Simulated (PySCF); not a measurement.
# C5H8O4: the cost of one run

Programs: PySCF 2.14.0, with routines of our own; each step states its level. All values are computed. Atoms count from 0.

## 1. The system as given

17 atoms, charge 0, multiplicity 1; geometry from: GFN2-xTB.

## 2. Circular dichroism and optical rotation: TDDFT CAM-B3LYP/def2-SVPD

What the job is given:

```
{"job": {"kind": "ecd", "xc": "CAM-B3LYP", "basis": "def2-SVPD", "nstates": 8}, "charge": 0, "multiplicity": 1}
C     -1.790548    -0.710941    -0.726106
C     -1.265909    -0.152516     0.589318
C     -0.815606     1.322869     0.483225
O      0.542916     1.304878     0.902705
C      0.975862     0.012169     0.755010
O      1.423173    -0.193007    -0.606610
C      2.715919    -0.401395    -0.812696
O      3.580736    -0.447230     0.005292
O     -0.074210    -0.824096     1.013095
H     -2.688096    -0.173632    -1.021314
H     -1.034575    -0.609219    -1.500718
H     -2.028259    -1.764363    -0.606809
H     -2.000146    -0.300815     1.387401
H     -1.356643     1.993102     1.151416
H     -0.886110     1.683405    -0.548310
H      1.820964    -0.193688     1.422105
H      2.873535    -0.533494    -1.896914
```

Method: TDDFT CAM-B3LYP/def2-SVPD circular dichroism and optical rotation, one conformer, gas phase.

Command:

```bash
$ OMP_NUM_THREADS=1 python excited_run.py task.json out
```

This one command runs all jobs of the session in turn.

**Question.** How long does this first job take on 1 thread of Arm Neoverse V2, shared host, and how much memory does it need?

About 1.8 min, with a peak of 1.1 GiB.
